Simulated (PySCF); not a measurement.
# C6H11NOSi: magnetic properties

Aim: compute the magnetic properties of C6H11NOSi (`CN[SiH2]c1ccc(C)o1`).

Programs: PySCF 2.14.0, with routines of our own; each step states its level. All values are computed. Atoms count from 0.

### Step 1. The system as given

20 atoms, charge 0, multiplicity 1; geometry from: GFN2-xTB.

### Step 2. Magnetic properties: GIAO HF/pcSseg-1

What the job is given:

```
{"job": {"kind": "mag", "xc": "HF", "basis": "pcSseg-1", "isotopologues": 0}, "charge": 0, "multiplicity": 1}
C     -3.937881    -0.100391     0.262106
N     -2.529280    -0.339962     0.071792
Si    -1.337639     0.859823     0.365661
C      0.288355     0.062743    -0.088058
C      0.664388    -0.996812    -0.866706
C      2.075844    -1.044615    -0.844928
C      2.478142    -0.007232    -0.053994
C      3.831178     0.452766     0.362933
O      1.402000     0.663259     0.401925
H     -4.409481     0.352922    -0.616980
H     -4.454793    -1.035140     0.488336
H     -4.065324     0.578808     1.101421
H     -2.360449    -1.023964    -0.649922
H     -1.484743     2.113269    -0.403936
H     -1.400828     1.182967     1.794906
H      0.012970    -1.665258    -1.392982
H      2.708255    -1.747775    -1.348204
H      3.770677     1.477518     0.721024
H      4.219829    -0.173273     1.166894
H      4.523633     0.401025    -0.474325
```

Level: GIAO HF/pcSseg-1 magnetisability, rotational g tensor and spin-rotation constants, non-relativistic, gas phase.

Command:

```
OMP_NUM_THREADS=1 python excited_run.py task.json out
```

This one command runs all jobs of the session in turn.

Output:

```text
final grid: 160472 points
cycle   1  E = -651.6579945677  dE =  2.343e+00  |g| = 5.933e-01  |ddm| = 4.028e+00
cycle   2  E = -651.7598584469  dE = -1.019e-01  |g| = 2.350e-01  |ddm| = 7.106e-01
cycle   3  E = -651.7718076701  dE = -1.195e-02  |g| = 9.306e-02  |ddm| = 2.616e-01
cycle   4  E = -651.7739501985  dE = -2.143e-03  |g| = 1.688e-02  |ddm| = 1.088e-01
cycle   5  E = -651.7740314470  dE = -8.125e-05  |g| = 5.917e-03  |ddm| = 2.324e-02
cycle   6  E = -651.7740433639  dE = -1.192e-05  |g| = 1.762e-03  |ddm| = 8.365e-03
cycle   7  E = -651.7740453823  dE = -2.018e-06  |g| = 7.567e-04  |ddm| = 3.205e-03
cycle   8  E = -651.7740458266  dE = -4.443e-07  |g| = 2.742e-04  |ddm| = 1.704e-03
cycle   9  E = -651.7740459072  dE = -8.062e-08  |g| = 1.097e-04  |ddm| = 7.748e-04
cycle  10  E = -651.7740459160  dE = -8.770e-09  |g| = 3.489e-05  |ddm| = 2.525e-04
cycle  11  E = -651.7740459169  dE = -8.909e-10  |g| = 1.646e-05  |ddm| = 7.285e-05
converged SCF energy = -651.7740459169

Magnetisability tensor (1e-30 J/T^2)
    -1440.30      -32.10       -1.23
      -32.10    -1460.72      338.45
       -1.23      338.45    -1664.80
isotropic -1521.94   principal values   -1916.95  -1442.61  -1206.26
isotropic susceptibility -91.653 1e-6 cm^3/mol

Inertial axes            a          b          c
rot. const./GHz      4.6399     0.6304     0.5664
chi total           -86.630    -73.157   -115.173
chi diamagnetic    -404.125  -2084.170  -2302.491
chi paramagnetic    317.495   2011.013   2187.318
quadrupole/D A       13.014     -1.117    -11.896
g nuclear            0.6332     0.5861     0.5864
g electronic        -0.6921    -0.5956    -0.5820
g total             -0.0589    -0.0095     0.0043

Spin-rotation constants (kHz, H = +C I.J)
atom  isotope        aa         bb         cc
  1    14N        0.134      0.007      0.018
  9     1H       -0.401     -0.060      0.006
 10     1H       -0.382     -0.025     -0.027
 11     1H       -0.451      0.012     -0.057
 12     1H       -0.565     -0.004     -0.070
 13     1H       -0.383     -0.042      0.011
 14     1H       -0.380     -0.012     -0.017
 15     1H       -0.151      0.025     -0.065
 16     1H       -0.107      0.013     -0.065
 17     1H       -0.490      0.015     -0.058
 18     1H       -0.388     -0.069      0.007
 19     1H       -0.157     -0.056     -0.034
  0    13C*       0.575      0.106      0.084
  2   29Si*      -2.310     -0.342     -0.305
  3    13C*       2.234      0.230      0.105
  4    13C*       1.947      0.231      0.070
  5    13C*       1.782      0.200      0.068
  6    13C*       2.431      0.225      0.112
  7    13C*       0.561      0.081      0.074
  8    17O*      -1.848     -0.242     -0.056
* in the singly substituted isotopologue
```

Run time: 24 s. Hardware: 1 thread of Intel Xeon Platinum 8488C, shared host; peak memory 0.97 GiB.

In short:

| quantity | value |
| --- | --- |
| magnetisability | -1522·10⁻³⁰ J/T² |
| molar susceptibility | -91.7·10⁻⁶ cm³/mol |
| rotational g (a, b, c) | -0.0589, -0.0095, 0.0043 |

### Step 3. Results

| quantity | value |
| --- | --- |
| magnetisability (step 2, GIAO HF/pcSseg-1) | -1522·10⁻³⁰ J/T² |
| molar susceptibility (step 2, GIAO HF/pcSseg-1) | -91.7·10⁻⁶ cm³/mol |
| rotational g (a, b, c) (step 2, GIAO HF/pcSseg-1) | -0.0589, -0.0095, 0.0043 |

**Reading.** The values above hold for this geometry and these levels alone. Vibrational averaging and real surroundings are missing from these values.
